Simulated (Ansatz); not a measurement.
Born–Oppenheimer molecular dynamics of a periodic cell of 23 atoms, Li$_{5}$Mn$_{4}$Co$_{2}$O$_{12}$ (host Li3Mn2CoO6, host structure P-1, one Li atom removed), cell charge -1. It goes on from the last frame of an earlier run, with new velocities.

Computed with DFT PBEsol, scalar-relativistic, plane waves, PAW in Ansatz. Settings: accuracy low, cutoff 420 eV, k mesh 1x2x2, fermi-dirac smearing 0.05 eV, spin collinear.

* ensemble: NVE (velocity Verlet)
* time step: 1 fs
* steps asked: 160
* starting velocities drawn for: 1950 K
* seed: 573869

Frames 10 fs apart, positions in Å, forces in eV/Å.

Velocities at 0.0 fs (Å/ps):

```
Li -20.35 -9.18 -17.70
Li -3.01 8.62 6.64
Mn -3.97 3.91 -0.43
Mn -2.34 6.32 0.40
Co 7.05 -4.78 -5.83
O -1.74 -12.36 8.89
O 5.70 0.78 0.62
O 13.18 -8.44 16.60
O -28.22 -14.15 15.93
O -6.51 -0.36 6.19
O -8.47 -1.84 -13.77
Li 8.22 31.95 -2.37
Li 19.31 -4.56 -7.04
Li -9.17 -6.98 16.06
Mn 4.56 -5.27 -5.17
Mn 1.76 -4.38 2.77
Co 1.39 -2.87 0.88
O -1.56 -0.64 5.21
O -19.30 20.20 9.55
O 7.86 9.80 10.98
O 5.55 13.61 -16.17
O -4.57 0.38 -9.64
O 9.13 10.62 -5.92
```

```xyz
23
Lattice="-7.4033 -4.6315 0.0000 2.8805 -4.6315 0.0000 1.4719 0.3758 4.9290" Properties=species:S:1:pos:R:3:forces:R:3 time_fs=0.0 energy_less_start_eV=0.000 T=1950
Li 1.020 -1.498 2.288 -0.31 0.97 0.46
Li 1.421 -4.279 2.483 -0.28 -0.02 -0.85
Mn 1.590 -2.777 4.848 0.68 0.92 1.17
Mn -4.744 -6.166 -0.031 0.49 0.43 0.92
Co -2.266 -4.637 -0.013 1.12 0.85 0.73
O -0.563 -4.549 1.276 0.11 1.14 -2.07
O 1.680 -2.598 1.148 -0.23 -2.23 -1.57
O -3.031 -5.728 1.179 -0.98 -1.50 -0.63
O -4.840 -5.834 3.726 -0.36 -0.44 0.89
O -2.257 -4.651 3.852 -0.76 0.86 -0.14
O -0.123 -2.804 3.764 2.04 -0.16 1.55
Li -1.204 -2.805 2.378 -1.25 -0.28 -0.53
Li -1.560 -5.624 2.467 0.37 -0.93 -0.19
Li -4.033 -4.613 2.543 0.33 0.32 -0.70
Mn -0.632 -7.321 5.138 0.42 0.38 0.44
Mn -2.533 -1.606 -0.008 0.92 0.10 2.34
Co 0.036 -0.093 -0.262 0.33 0.10 0.55
O -5.598 -4.640 0.980 0.02 -0.27 -0.20
O -3.327 -2.747 1.480 -0.59 -0.31 -2.25
O -0.744 -1.461 1.079 -0.69 -0.32 -1.24
O 0.363 -6.260 3.960 -0.53 1.05 -0.49
O 2.653 -4.197 3.866 -1.36 -0.54 0.81
O -2.308 -7.252 4.056 0.49 -0.13 1.00
23
Lattice="-7.4033 -4.6315 0.0000 2.8805 -4.6315 0.0000 1.4719 0.3758 4.9290" Properties=species:S:1:pos:R:3:forces:R:3 time_fs=10.0 energy_less_start_eV=1.292 T=1496
Li 0.805 -1.519 2.152 0.68 0.68 0.68
Li 1.365 -4.197 2.486 -0.45 -0.09 -0.85
Mn 1.558 -2.734 4.853 0.88 -1.00 1.17
Mn -4.763 -6.105 -0.015 0.60 -1.53 2.02
Co -2.189 -4.683 -0.061 0.20 -0.58 1.73
O -0.570 -4.621 1.285 0.51 2.30 -3.12
O 1.728 -2.656 1.110 -0.64 -1.59 -0.83
O -2.933 -5.837 1.302 -1.34 0.27 -2.42
O -5.119 -5.984 3.899 1.17 0.70 -1.04
O -2.336 -4.623 3.904 0.17 1.54 -0.56
O -0.142 -2.828 3.686 1.76 -0.17 1.96
Li -1.229 -2.519 2.325 -1.66 -0.97 0.55
Li -1.360 -5.733 2.412 -0.41 -0.52 0.83
Li -4.101 -4.667 2.648 0.35 0.07 -0.92
Mn -0.583 -7.366 5.089 -0.07 1.71 0.23
Mn -2.511 -1.646 0.037 -0.35 1.27 0.73
Co 0.049 -0.117 -0.250 -0.67 1.55 0.32
O -5.608 -4.653 1.022 0.38 -0.11 -0.50
O -3.527 -2.565 1.501 0.78 -1.66 -2.65
O -0.693 -1.373 1.147 -1.45 -0.35 -1.76
O 0.405 -6.102 3.807 -0.16 0.12 1.45
O 2.579 -4.210 3.807 -0.20 -0.53 1.83
O -2.208 -7.161 4.031 -0.08 -1.12 1.14
23
Lattice="-7.4033 -4.6315 0.0000 2.8805 -4.6315 0.0000 1.4719 0.3758 4.9290" Properties=species:S:1:pos:R:3:forces:R:3 time_fs=20.0 energy_less_start_eV=1.660 T=1367
Li 0.681 -1.446 2.114 1.39 0.11 0.84
Li 1.254 -4.128 2.382 -0.09 -0.13 -0.05
Mn 1.539 -2.712 4.881 0.15 -4.71 2.06
Mn -4.769 -6.068 0.033 1.45 -2.04 1.55
Co -2.108 -4.736 -0.083 -0.83 -0.72 1.26
O -0.553 -4.568 1.122 -0.22 1.18 -1.12
O 1.739 -2.808 1.021 -0.81 -0.17 -0.15
O -2.912 -5.936 1.290 -1.05 0.91 -2.11
O -5.327 -6.074 4.000 2.63 3.95 -4.02
O -2.410 -4.507 3.927 0.34 1.14 -0.18
O -0.059 -2.861 3.720 0.32 -0.04 1.05
Li -1.468 -2.357 2.341 -0.63 -0.91 1.25
Li -1.214 -5.890 2.464 -0.82 0.91 0.96
Li -4.119 -4.709 2.630 0.38 -0.03 -0.76
Mn -0.536 -7.382 5.045 -1.10 1.73 -0.08
Mn -2.494 -1.663 0.094 -0.62 2.49 -1.26
Co 0.053 -0.116 -0.232 -0.91 2.39 0.00
O -5.599 -4.673 1.036 0.21 -0.10 -0.14
O -3.677 -2.484 1.368 2.64 -2.63 -1.44
O -0.730 -1.312 1.117 -1.93 -1.23 -0.86
O 0.434 -5.937 3.730 -0.21 -0.74 1.46
O 2.489 -4.254 3.850 0.30 -0.07 1.39
O -2.113 -7.134 4.071 -0.62 -1.27 0.34
23
Lattice="-7.4033 -4.6315 0.0000 2.8805 -4.6315 0.0000 1.4719 0.3758 4.9290" Properties=species:S:1:pos:R:3:forces:R:3 time_fs=30.0 energy_less_start_eV=0.984 T=1604
Li 0.726 -1.353 2.184 0.37 0.04 0.46
Li 1.129 -4.080 2.270 0.20 -0.39 0.79
Mn 1.528 -2.756 4.935 2.18 0.93 -2.56
Mn -4.752 -6.066 0.107 1.40 -1.56 -0.13
Co -2.042 -4.800 -0.086 -2.24 0.35 -0.32
O -0.550 -4.453 0.907 -1.07 -1.89 3.54
O 1.707 -2.970 0.921 0.11 1.12 0.29
O -2.951 -5.985 1.156 -0.22 0.58 -0.74
O -5.392 -5.970 3.894 1.76 1.16 -1.61
O -2.463 -4.328 3.939 0.25 -0.14 0.16
O 0.043 -2.898 3.816 -1.06 -0.10 -0.11
Li -1.793 -2.324 2.510 0.56 -0.80 0.13
Li -1.178 -5.957 2.630 -0.95 0.16 -0.06
Li -4.087 -4.757 2.511 0.22 -0.20 -0.20
Mn -0.510 -7.371 4.997 -2.23 0.50 -0.76
Mn -2.485 -1.639 0.129 0.17 2.76 -2.91
Co 0.042 -0.079 -0.214 -0.80 1.63 -0.02
O -5.577 -4.699 1.044 -0.08 -0.10 0.33
O -3.672 -2.543 1.171 3.43 -0.98 3.00
O -0.871 -1.322 1.041 -0.17 -1.65 1.32
O 0.446 -5.814 3.736 -0.98 -1.12 0.45
O 2.417 -4.302 3.972 0.84 0.30 -0.03
O -2.058 -7.179 4.128 -1.68 -0.60 -0.99
23
Lattice="-7.4033 -4.6315 0.0000 2.8805 -4.6315 0.0000 1.4719 0.3758 4.9290" Properties=species:S:1:pos:R:3:forces:R:3 time_fs=40.0 energy_less_start_eV=1.188 T=1533
Li 0.831 -1.253 2.318 -0.24 0.01 -0.01
Li 1.029 -4.083 2.260 0.17 -0.42 0.87
Mn 1.552 -2.790 4.950 1.41 2.73 -3.42
Mn -4.712 -6.092 0.180 0.01 -1.29 -1.29
Co -2.012 -4.857 -0.093 -2.99 1.92 -1.02
O -0.605 -4.439 0.888 -0.32 -2.10 4.78
O 1.682 -3.071 0.840 1.15 1.47 1.14
O -3.003 -6.001 0.980 0.82 -0.19 1.14
O -5.348 -5.784 3.688 1.16 -0.41 0.96
O -2.500 -4.153 3.954 0.43 -0.70 -0.47
O 0.085 -2.938 3.905 -1.39 0.29 -1.15
Li -2.050 -2.410 2.697 0.93 -1.23 -0.91
Li -1.270 -5.991 2.795 -0.76 0.06 -0.60
Li -4.025 -4.826 2.365 0.01 0.08 0.36
Mn -0.516 -7.348 4.942 -0.38 0.42 1.34
Mn -2.477 -1.568 0.116 -1.21 1.22 -2.42
Co 0.018 -0.015 -0.197 -0.60 0.00 0.03
O -5.558 -4.731 1.067 -0.15 0.07 0.06
O -3.483 -2.675 1.122 0.65 -1.00 2.08
O -1.014 -1.426 1.038 2.67 -0.89 2.00
O 0.403 -5.757 3.771 -1.08 -1.37 -0.46
O 2.396 -4.331 4.090 1.20 0.94 -1.70
O -2.099 -7.259 4.130 -1.48 0.40 -1.31
23
Lattice="-7.4033 -4.6315 0.0000 2.8805 -4.6315 0.0000 1.4719 0.3758 4.9290" Properties=species:S:1:pos:R:3:forces:R:3 time_fs=50.0 energy_less_start_eV=1.147 T=1547
Li 0.896 -1.154 2.443 -1.07 -0.16 -0.79
Li 0.950 -4.142 2.362 -0.02 -0.21 0.30
Mn 1.596 -2.782 4.911 -1.54 0.55 -0.20
Mn -4.673 -6.140 0.231 -1.76 -1.12 -1.87
Co -2.027 -4.882 -0.114 -1.50 3.36 0.08
O -0.676 -4.541 1.127 1.11 0.08 0.41
O 1.718 -3.085 0.825 0.77 1.18 1.36
O -3.007 -6.027 0.867 1.30 -0.82 2.07
O -5.230 -5.617 3.538 1.16 -0.88 2.72
O -2.514 -4.019 3.946 0.13 -1.12 -0.17
O 0.055 -2.963 3.932 0.04 0.40 -0.90
Li -2.181 -2.647 2.768 1.10 -0.19 -1.25
Li -1.460 -6.015 2.878 -0.05 0.18 -1.02
Li -3.959 -4.881 2.263 -0.07 0.62 0.54
Mn -0.533 -7.319 4.907 0.54 -0.40 2.18
Mn -2.487 -1.478 0.067 -0.89 -1.63 1.74
Co -0.015 0.048 -0.178 -0.08 -1.38 0.22
O -5.547 -4.757 1.090 0.15 0.45 -0.81
O -3.249 -2.856 1.188 -1.74 0.23 -1.07
O -1.019 -1.583 1.138 1.82 0.08 -0.38
O 0.300 -5.785 3.782 -0.21 -1.83 -0.45
O 2.441 -4.304 4.112 0.52 1.10 -2.26
O -2.219 -7.314 4.060 0.32 1.50 -0.45
23
Lattice="-7.4033 -4.6315 0.0000 2.8805 -4.6315 0.0000 1.4719 0.3758 4.9290" Properties=species:S:1:pos:R:3:forces:R:3 time_fs=60.0 energy_less_start_eV=1.627 T=1379
Li 0.838 -1.075 2.479 -0.25 -0.12 -0.29
Li 0.869 -4.230 2.508 -0.06 0.01 -0.13
Mn 1.619 -2.760 4.865 -1.39 0.88 1.06
Mn -4.661 -6.207 0.250 -1.38 0.22 -2.21
Co -2.068 -4.856 -0.133 -0.43 2.56 1.21
O -0.691 -4.654 1.405 0.51 -0.48 -1.80
O 1.797 -3.031 0.887 -0.34 0.33 0.73
O -2.941 -6.099 0.872 0.35 -0.69 1.49
O -5.052 -5.500 3.538 -0.19 -0.80 2.24
O -2.522 -3.957 3.935 -0.34 -1.91 0.94
O 0.023 -2.965 3.907 0.95 0.32 -0.35
Li -2.155 -2.903 2.667 1.53 1.08 -1.09
Li -1.659 -6.014 2.824 0.58 0.29 -1.09
Li -3.904 -4.854 2.232 -0.17 0.77 0.34
Mn -0.540 -7.297 4.908 0.51 -1.45 1.15
Mn -2.513 -1.413 0.043 0.11 -2.10 2.80
Co -0.048 0.091 -0.157 1.02 -1.63 0.18
O -5.529 -4.758 1.069 0.16 0.49 -0.91
O -3.112 -3.029 1.199 -2.52 0.80 -2.56
O -0.914 -1.735 1.221 0.63 1.02 -1.97
O 0.184 -5.913 3.772 0.50 -0.53 0.54
O 2.514 -4.223 4.007 -0.78 -0.51 -0.94
O -2.326 -7.285 3.964 1.01 1.45 0.66
23
Lattice="-7.4033 -4.6315 0.0000 2.8805 -4.6315 0.0000 1.4719 0.3758 4.9290" Properties=species:S:1:pos:R:3:forces:R:3 time_fs=70.0 energy_less_start_eV=1.180 T=1535
Li 0.736 -1.013 2.467 0.19 -0.10 -0.15
Li 0.783 -4.317 2.640 0.15 0.14 -0.23
Mn 1.619 -2.723 4.835 -0.41 0.91 0.91
Mn -4.672 -6.269 0.229 -0.11 2.09 -2.93
Co -2.118 -4.789 -0.134 -0.63 0.74 1.69
O -0.674 -4.791 1.583 0.14 -0.08 -2.37
O 1.860 -2.958 0.994 -0.81 -0.57 0.14
O -2.858 -6.208 0.964 -1.15 0.28 0.19
O -4.877 -5.434 3.673 -0.44 -1.15 1.58
O -2.544 -4.000 3.964 0.24 -1.40 -0.33
O 0.043 -2.948 3.860 0.72 0.09 0.13
Li -1.929 -3.040 2.432 0.96 0.34 0.05
Li -1.782 -5.977 2.627 0.71 -0.02 -0.36
Li -3.874 -4.726 2.248 -0.40 0.46 0.24
Mn -0.539 -7.301 4.930 0.18 -2.51 0.54
Mn -2.538 -1.383 0.066 0.32 -1.47 1.63
Co -0.066 0.108 -0.133 1.21 -0.83 -0.14
O -5.502 -4.729 1.000 -0.23 0.21 0.38
O -3.120 -3.155 1.068 -1.58 1.02 -1.65
O -0.769 -1.831 1.193 -0.03 0.88 -1.82
O 0.097 -6.070 3.788 1.26 1.59 0.33
O 2.546 -4.167 3.846 -1.05 -1.09 0.77
O -2.378 -7.173 3.906 0.79 0.46 1.40
23
Lattice="-7.4033 -4.6315 0.0000 2.8805 -4.6315 0.0000 1.4719 0.3758 4.9290" Properties=species:S:1:pos:R:3:forces:R:3 time_fs=80.0 energy_less_start_eV=1.185 T=1533
Li 0.656 -0.965 2.433 0.16 -0.07 -0.22
Li 0.720 -4.386 2.740 0.47 0.06 -0.29
Mn 1.612 -2.671 4.821 1.36 -0.11 -0.14
Mn -4.687 -6.295 0.160 -0.16 2.72 -1.58
Co -2.177 -4.709 -0.109 -0.63 -0.49 1.22
O -0.644 -4.930 1.617 0.55 1.07 -2.58
O 1.876 -2.915 1.107 -0.73 -0.78 -0.93
O -2.838 -6.305 1.064 -1.73 0.62 -1.50
O -4.730 -5.437 3.900 -0.71 -1.58 0.15
O -2.552 -4.129 3.978 0.69 -0.97 -1.03
O 0.102 -2.925 3.819 -0.37 0.02 0.06
Li -1.573 -3.124 2.193 0.08 -0.11 0.44
Li -1.811 -5.947 2.396 0.47 -0.52 1.49
Li -3.897 -4.536 2.301 -0.44 -0.06 0.31
Mn -0.536 -7.346 4.961 -0.90 -1.81 -0.29
Mn -2.557 -1.378 0.117 0.01 -0.68 0.26
Co -0.066 0.112 -0.111 0.68 -0.09 -0.22
O -5.489 -4.686 0.954 -0.48 0.35 1.79
O -3.213 -3.221 0.845 0.96 0.90 0.93
O -0.628 -1.871 1.063 -1.12 1.16 -0.28
O 0.083 -6.139 3.824 1.39 2.35 0.02
O 2.519 -4.173 3.729 -0.30 -0.91 1.84
O -2.381 -7.036 3.925 0.77 -1.08 0.55
```

Of the whole run (160 fs, mean temperature of the second half 1549 K): The conserved energy stayed within 0.31 meV per atom of its start (net change 0.3 meV per atom), so the integration is sound. A run of 0.16 ps of so small a system gives no equilibrium averages. No Hubbard correction was used and the magnetic state wasn't searched. Limits of this set-up: coarse k mesh, low accuracy level, charged cell in a uniform background, uncorrected.

Time of the run: 42 min on 2 threads of Arm Neoverse V1, on a shared host, peak memory 1.2 GiB.
